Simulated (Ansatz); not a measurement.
Runs of Ansatz 0.2.0 on NiMoIrPdW. It takes space group I4mm (No. 107, tetragonal). The conventional cell has a = 2.740 Å, b = 2.740 Å, c = 19.433 Å, α = 90.00°, β = 90.00°, γ = 90.00°. Ni (site symmetry 4mm) is surrounded by 4 Mo at 2.60 Å and 4 Pd at 2.67 Å and 4 Ni at 2.74 Å. Around Mo (site symmetry 4mm) lie 4 Ni at 2.60 Å and 4 Mo at 2.74 Å and 4 W at 2.94 Å. Pd (site symmetry 4mm) is surrounded by 4 Ni at 2.67 Å and 4 Pd at 2.74 Å and 4 Ir at 2.83 Å. Around Ir (site symmetry 4mm) lie 4 W at 2.69 Å and 4 Ir at 2.74 Å and 4 Pd at 2.83 Å. W (site symmetry 4mm) is surrounded by 4 Ir at 2.69 Å and 4 W at 2.74 Å and 4 Mo at 2.94 Å. The cell was built by a generator and needn't be a form met in nature.

```csv
task,level,potentials or basis,U,cell,k mesh,cutoff (eV),points for each segment of the path,hubbard projectors,double counting,gap on the mesh (eV),pressure (GPa),moment (μB),relaxed volume (Å³/atom),largest force (eV/Å)
band structure,RPBE,Ansatz PAW,-,as given,13 × 13 × 13,420,14,-,-,none,4.1,0.00,-,0.07
single point,PBE,SPMS NC,-,as given,13 × 13 × 13,925,-,-,-,none,0.1,0.00,-,0.03
projected density of states,PBE+U,Ansatz PAW,"Ir d U = 4 eV, Mo d U = 4 eV, Ni d U = 4 eV, Pd d U = 4 eV, W d U = 4 eV",as given,13 × 13 × 13,420,-,ortho-atomic (the default),fll (the default),none,5.5,(c),-,1.02
relaxation of cell and atoms,r2SCAN,Ansatz PAW,-,relaxed,10 × 10 × 10,500,-,-,-,none,0.0,0.00,14.28,-
electric field gradients,PBE,Ansatz PAW,-,as given,13 × 13 × 13,420,-,-,-,none,0.0,0.00,-,0.03
band structure,LDA,Ansatz PAW,-,as given,13 × 13 × 13,420,14,-,-,none,-14.7,0.00,-,0.26
relaxation of cell and atoms,PBEsol+D3(BJ),Ansatz PAW,-,relaxed,10 × 10 × 10,420,-,-,-,none,0.0,0.00,13.68,-
single point,PBE,PseudoDojo standard (PBE files),-,as given,13 × 13 × 13,1333,-,-,-,none,-0.1,0.00,-,0.02
band structure,r2SCAN,Ansatz PAW,-,as given,13 × 13 × 13,500,14,-,-,none,-5.5,0.00,-,0.24
relaxation of cell and atoms,PBE+D3(BJ),Ansatz PAW,-,relaxed,10 × 10 × 10,420,-,-,-,none,0.0,0.00,(a),0.01
single point,PBE,JTH PAW,-,as given,13 × 13 × 13,2400,-,-,-,none,0.3,0.00,-,(b)
```

Alike in all rows: spin collinear, ferromagnetic start; smearing fermi-dirac 0.05 eV.

Task: Estimate the missing entries.

Result: (a) 14.15; (b) 0.05; (c) 0.78.

Caveats: the PAW data sets come from PBE, with cores solved anew for the run's functional, which leaves a small shift of forces and pressure (some runs); the magnetic or orbital state may not be the lowest (some runs); the plane-wave basis is chosen anew once the cell has moved, so the energies of steps on either side of that aren't comparable (some runs); pairwise dispersion overbinds metals, which lowers pressure and volume (some runs); the potentials were made for another functional, which shifts forces and pressure (some runs); the U is typed as a test and isn't derived for this compound (some runs); forces of over 1 eV/Å show positions far from the minimum, so gaps and moduli don't describe the material at rest (some runs).

A k mesh can miss the band edges, and the runs leave out spin-orbit coupling on Ir, Mo, Pd, W.

A gap of «none» marks a metal or a gap under the smearing width.

Not every run made on this cell is shown here.
